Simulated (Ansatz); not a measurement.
I need an active-space calculation of FGeH3Se, SMILES [F][GeH2][SeH]. Use the Ansatz DFT code, driven from Python. Level of theory: SC-NEVPT2, def2-SVP basis, multiplicity 1.

Input file `fgeh3se.xyz`:
```text
6

F    -1.76740   -0.48070    0.22270
Ge   -0.31090    0.12460   -0.48990
Se    1.17500    0.65890    1.22140
H     0.37050   -0.97670   -1.38450
H    -0.57280    1.38250   -1.36580
H     1.14760   -0.77270    1.74980
```

Script `cas_fgeh3se.py`:
```python
# -*- coding: utf-8 -*-
"""Static correlation in FGeH3Se: natural occupations of an active space."""

import ansatz as az

system = az.Crystal.molecule_from_extxyz("fgeh3se.xyz")

base = (
    system.calculation()
    .basis(gaussian="def2-SVP")  # atom-centred Gaussian functions
    .correlation(active_electrons=6, active_orbitals=7)  # correlation on top of the mean field
)
for method in ["sc_nevpt2"]:
    data = (base if method is None else base.correlation(method)).run().report
    space = data["configurations"]
    state = space["states"][0]
    print(method or "casscf", f"total {data['free_energy_ev'] / 27.211386246:.6f} Ha, active-space state {state['energy']['hartree']:.6f} Ha, mean field {data['reference_energy_ev'] / 27.211386246:.6f} Ha")
    print("  determinants", state["n_determinants"], " natural occupations", [round(n, 3) for n in space["natural_occupations"]])
print("effectively unpaired electrons, sum of min(n, 2 - n):", round(sum(min(n, 2 - n) for n in space["natural_occupations"]), 3))
```

```console
$ python cas_fgeh3se.py
RunWarning: the results are in doubt because another end's mean lies 1.282 eV lower, and its corrected mean 0.590 eV higher
sc_nevpt2 total -4576.461434 Ha, active-space state -4575.859316 Ha, mean field -4575.805312 Ha
  determinants 1225  natural occupations [1.978, 1.971, 1.96, 0.04, 0.025, 0.016, 0.01]
effectively unpaired electrons, sum of min(n, 2 - n): 0.182
```
(Warnings from the package without file and line.)

Total energies depend on the basis set; only differences at equal settings carry meaning. The geometry is a force-field or estimated start, not a minimum of this method, and the basis set is short of its limit. The active space starts as a window about the frontier orbitals and is then optimised, not chosen by chemistry. A lower CASSCF solution was found and passed over, so the printed active-space state isn't the lowest. Run time: 120 s on 1 thread of Arm Neoverse V2, with other jobs on the host, peak memory 0.39 GiB.

(Lines on the test bed's own set-up are left out of the output.)
